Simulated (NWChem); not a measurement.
# C2H8BN (SMILES CB(C)N): levels of theory compared

We compute a comparison of 6 runs (HF/def2-SVP, r2SCAN/6-31G, PBE0/def2-SVP, r2SCAN/6-311G**, TPSSh/def2-TZVP, CCSD(T)/3-21G) of C2H8BN. 

Program for the calculation: NWChem 7.3.0.

## 1. The system as given

The species is C2H8BN (12 atoms), meant as a singlet with charge 0. SMILES: `CB(C)N`. The coordinates come from a PBE0-D4/def2-TZVP relaxation.

Bond lengths: C1–B2 1.578 Å, B2–C3 1.578 Å, B2–N4 1.398 Å, C1–H5 1.094 Å, C1–H6 1.095 Å, C1–H7 1.095 Å, C3–H8 1.095 Å, C3–H9 1.094 Å, C3–H10 1.095 Å, N4–H11 1.006 Å, N4–H12 1.006 Å. Some angles: C1–B2–C3 120.8°, C1–B2–N4 119.6°, C3–B2–N4 119.6°, B2–C1–H5 114.2°, B2–C1–H6 110.6°, B2–C1–H7 110.6°, B2–C3–H8 110.6°, B2–C3–H9 114.2°, B2–C3–H10 110.6°, B2–N4–H11 123.1°.

## 2. Energy and forces at HF/def2-SVP (run 1)

Input file c2h8bn.nw:

```
START c2h8bn
memory 2200 mb
charge 0

GEOMETRY noautosym nocenter noautoz
 C       -0.719400       1.135700      -0.631400
 B       -0.038800      -0.173400      -0.072200
 C        1.011800      -0.099300       1.102600
 N       -0.371000      -1.414200      -0.624300
 H       -1.430100       0.959700      -1.443700
 H       -1.250700       1.665100       0.166800
 H        0.037800       1.837300      -0.997900
 H        0.569500       0.371800       1.987000
 H        1.412000      -1.070000       1.408100
 H        1.858700       0.536300       0.821900
 H       -1.032400      -1.523000      -1.374000
 H        0.029500      -2.281200      -0.309000
END

BASIS spherical bse
 * library def2-SVP
END

SCF
 thresh 1e-08
 maxiter 80
END

TASK scf gradient
```

Started as:

```console
$ nwchem c2h8bn.nw > c2h8bn.out
```

Output:

```text
[...]
  functions       =    96
[...]
  wavefunction    = RHF
[...]
         Total SCF energy =   -159.480009029108
      One-electron energy =   -441.286351763548
      Two-electron energy =    167.350687627868
 Nuclear repulsion energy =    114.455655106572
        Time for solution =      8.6s
[...]
                         RHF ENERGY GRADIENTS
    atom               coordinates                        gradient
                 x          y          z           x          y          z
   1 C      -1.359469   2.146162  -1.193173    0.003283  -0.009067   0.002431
   2 B      -0.073321  -0.327678  -0.136438    0.001679   0.005886   0.002576
   3 C       1.912025  -0.187650   2.083612   -0.006430  -0.002212  -0.007314
   4 N      -0.701088  -2.672450  -1.179756    0.002509   0.009637   0.004249
   5 H      -2.702497   1.813570  -2.728197   -0.000374   0.000204  -0.000379
   6 H      -2.363480   3.146583   0.315206    0.000222   0.000447   0.000036
   7 H       0.071432   3.471994  -1.885758    0.000002   0.000439   0.000260
   8 H       1.076199   0.702600   3.754886    0.000264   0.000429   0.000114
   9 H       2.668293  -2.022007   2.660923    0.000323  -0.000267   0.000320
  10 H       3.512434   1.013460   1.553166    0.000052   0.000422   0.000288
  11 H      -1.950953  -2.878053  -2.596484   -0.004597  -0.000196  -0.005141
[...]
```

Wall time 11 s (1 thread of Intel Xeon 6975P-C (Granite Rapids), shared host); peak memory 0.099 GiB.

## 3. Energy and gradient at r2SCAN/6-31G (run 2)

Input file c2h8bn.xyz:

```xyz
12
C2H8BN gradient
C     -0.719400     1.135700    -0.631400
B     -0.038800    -0.173400    -0.072200
C      1.011800    -0.099300     1.102600
N     -0.371000    -1.414200    -0.624300
H     -1.430100     0.959700    -1.443700
H     -1.250700     1.665100     0.166800
H      0.037800     1.837300    -0.997900
H      0.569500     0.371800     1.987000
H      1.412000    -1.070000     1.408100
H      1.858700     0.536300     0.821900
H     -1.032400    -1.523000    -1.374000
H      0.029500    -2.281200    -0.309000
```

Input file run.py:

```python
from ase.io import read
from ase.calculators.nwchem import NWChem

atoms = read('c2h8bn.xyz')

calc = NWChem(
    label='c2h8bn',
    theory='dft',
    memory='2200 mb',
    basis='6-31G',
    basispar='spherical bse',
    dft={'xc': 'r2scan', 'mult': '1', 'grid': 'xfine', 'convergence': 'energy 1e-08', 'iterations': '100', 'mulliken': None},
)
atoms.calc = calc

forces = atoms.get_forces()
print("Total energy (eV):", round(atoms.get_potential_energy(), 6))
print("forces (eV/A):")
for s, f in zip(atoms.symbols, forces):
    print(f"{s:2s} {f[0]:10.5f} {f[1]:10.5f} {f[2]:10.5f}")
print("dipole (e A):", atoms.get_dipole_moment().round(4))
```

Started as:

```console
$ export ASE_NWCHEM_COMMAND="nwchem PREFIX.nwi > PREFIX.nwo"
$ python run.py
```

Output:

```text
Total energy (eV): -4368.807643
forces (eV/A):
C     0.01095    0.00591    0.00607
B     0.06870    0.27691    0.12583
C     0.00108    0.01635   -0.00283
N    -0.06752   -0.26554   -0.11642
H    -0.10650   -0.04433   -0.12470
H    -0.09297    0.07960    0.13447
H     0.12660    0.10819   -0.06546
H    -0.08042    0.07081    0.14455
H     0.05307   -0.15977    0.03594
H     0.13956    0.09806   -0.05214
H    -0.18311    0.01753   -0.19952
H     0.13051   -0.20373    0.11426
dipole (e A): [-0.0674 -0.2534 -0.1131]
```

The calculator wrote c2h8bn.nwi:

```
title "c2h8bn"

permanent_dir c2h8bn

scratch_dir c2h8bn

start c2h8bn

geometry units angstrom nocenter noautosym noautoz
  C  -7.1940000000000004e-01 1.1356999999999999e+00 -6.3139999999999996e-01
  B  -3.8800000000000001e-02 -1.7340000000000000e-01 -7.2200000000000000e-02
  C  1.0118000000000000e+00 -9.9299999999999999e-02 1.1026000000000000e+00
  N  -3.7100000000000000e-01 -1.4141999999999999e+00 -6.2429999999999997e-01
  H  -1.4300999999999999e+00 9.5970000000000000e-01 -1.4437000000000000e+00
  H  -1.2506999999999999e+00 1.6651000000000000e+00 1.6680000000000000e-01
  H  3.7800000000000000e-02 1.8372999999999999e+00 -9.9790000000000001e-01
  H  5.6950000000000001e-01 3.7180000000000002e-01 1.9870000000000001e+00
  H  1.4119999999999999e+00 -1.0700000000000001e+00 1.4080999999999999e+00
  H  1.8587000000000000e+00 5.3630000000000000e-01 8.2189999999999996e-01
  H  -1.0324000000000000e+00 -1.5229999999999999e+00 -1.3740000000000001e+00
  H  2.9499999999999998e-02 -2.2812000000000001e+00 -3.0900000000000000e-01
end

memory 2200 mb

basis spherical bse noprint
   * library 6-31G
end

dft
  xc r2scan
  mult 1
  grid xfine
  convergence energy 1e-08
  iterations 100
  mulliken
end

task dft gradient
```

c2h8bn.nwo:

```text
Northwest Computational Chemistry Package (NWChem) 7.3.0
             --------------------------------------------------------

           Job information
           ---------------

    nwchem branch   = 7.3.0
    use scalapack   = T
    input           = c2h8bn.nwi
    prefix          = c2h8bn.
    data base       = c2h8bn/c2h8bn.db
    status          = startup
    nproc           =        1

           Memory information
           ------------------

    heap     =     72089596 doubles =      550.0 Mbytes
    stack    =     72089601 doubles =      550.0 Mbytes
    global   =    144179200 doubles =     1100.0 Mbytes (distinct from heap & stack)
    total    =    288358397 doubles =     2200.0 Mbytes
    verify   = yes
    hardfail = no

[... 113 lines left out ...]
  convergence criterion.
[... 38 lines left out ...]
          Spatial weights used:  Erf1
[... 77 lines left out ...]
         Total DFT energy =     -160.550720901579
[... 3 lines left out ...]
 Nuclear repulsion energy =      114.455655106572
[... 435 lines left out ...]
          Convergence on gradient requested:  5.00D-04
[... 25 lines left out ...]
          total energy or number of iterations.
[... 26 lines left out ...]
                         DFT ENERGY GRADIENTS

    atom               coordinates                        gradient
                 x          y          z           x          y          z
   1 C      -1.359469   2.146162  -1.193173   -0.000213  -0.000115  -0.000118
   2 B      -0.073321  -0.327678  -0.136438   -0.001336  -0.005385  -0.002447
   3 C       1.912025  -0.187650   2.083612   -0.000021  -0.000318   0.000055
[... 8 lines of this table left out ...]
  12 H       0.055747  -4.310843  -0.583925   -0.002538   0.003962  -0.002222

                 ----------------------------------------
                 |  Time  |  1-e(secs)   |  2-e(secs)   |
                 ----------------------------------------
                 |  CPU   |       0.00   |       0.63   |
                 ----------------------------------------
                 |  WALL  |       0.00   |       0.63   |
                 ----------------------------------------

 Task  times  cpu:       27.5s     wall:       27.5s
 Total times  cpu:       27.5s     wall:       27.5s
```

It took 29 s on 1 thread of Intel Xeon 6975P-C (Granite Rapids), shared host; peak memory 0.15 GiB.

Runs 3 to 5 aren't shown in full; the table further down has their settings and results.

## 4. A single-point energy at CCSD(T)/3-21G (run 6)

Input file run.nw:

```
start run
memory stack 880 mb heap 220 mb global 1100 mb
geometry units angstrom noautosym nocenter noautoz
  C       -0.719400       1.135700      -0.631400
  B       -0.038800      -0.173400      -0.072200
  C        1.011800      -0.099300       1.102600
  N       -0.371000      -1.414200      -0.624300
  H       -1.430100       0.959700      -1.443700
  H       -1.250700       1.665100       0.166800
  H        0.037800       1.837300      -0.997900
  H        0.569500       0.371800       1.987000
  H        1.412000      -1.070000       1.408100
  H        1.858700       0.536300       0.821900
  H       -1.032400      -1.523000      -1.374000
  H        0.029500      -2.281200      -0.309000
end
basis spherical bse
  C library 3-21G
  B library 3-21G
  N library 3-21G
  H library 3-21G
end
scf
  nopen 0
  rhf
  thresh 1e-08
  maxiter 80
end
ccsd
  freeze core 4
  maxiter 60
end
task ccsd(t) energy
```

Started as:

```console
$ nwchem run.nw > run.out
```

Output:

```text
[...]
  functions       =    52
[...]
  wavefunction    = RHF
[...]
         Total SCF energy =   -158.720765189128
      One-electron energy =   -440.314295372895
      Two-electron energy =    167.137875077195
 Nuclear repulsion energy =    114.455655106572
        Time for solution =      1.4s
[...]
 Total MP2 energy:           -159.060195268358171
[...]
             energy      energy      error      ampl     ampl      Block
                                                time     time      time
[...]
 Total CCSD energy:           -159.104349720119956
[...]
 Total CCSD+T(CCSD) energy:           -159.114154515826527
[...]
 Total CCSD(T) energy:                -159.113522909941508
[...]
```

Run time: 16 s. Hardware: 1 thread of Intel Xeon 6975P-C (Granite Rapids), shared host; peak memory 0.13 GiB.

## 5. The series

```csv
run,level,iteration cap,module,energy (Eh),dipole moment (D),HOMO energy (eV),LUMO energy (eV),wall time
1,HF/def2-SVP,80,scf,-159.480009,1.32,-11.41,4.56,11 s
2,r2SCAN/6-31G,100,dft,-160.550721,1.37,-6.59,1.09,29 s
3,PBE0/def2-SVP,100,dft,-160.378601,1.42,-7.91,1.50,17 s
4,r2SCAN/6-311G**,100,dft,-160.637966,1.40,-6.85,0.75,33 s
5,TPSSh/def2-TZVP,100,dft,-160.770972,1.32,-7.30,0.60,84 s
6,CCSD(T)/3-21G,80,ccsd(t),-159.113523,–,-11.23,5.77,16 s
```

## 6. Results

| quantity | value |
| --- | --- |
| run 6: total energy | -159.11352 Eh |
| run 6: HOMO energy (Hartree–Fock orbitals) | -11.23 eV |
| run 6: LUMO energy (Hartree–Fock orbitals) | 5.77 eV |
| run 6: HOMO–LUMO gap (Hartree–Fock orbitals) | 17.00 eV |
| run 6: correlation energy (4 core orbitals frozen) | -392.8 mEh |
| run 6: (T) correction | -9.17 mEh |

In words: Over runs 1, 2, 3, 4, 5 the dipole moment (its size) runs from 1.32 D (HF/def2-SVP) to 1.42 D (PBE0/def2-SVP). Over runs 1, 2, 3, 4, 5 the HOMO–LUMO gap runs from 7.60 eV (r2SCAN/6-311G**) to 15.97 eV (HF/def2-SVP). The two ends differ in method and basis. Totals of different functionals can't be ranked against each other. All runs together took 3.2 min, the longest 84 s.
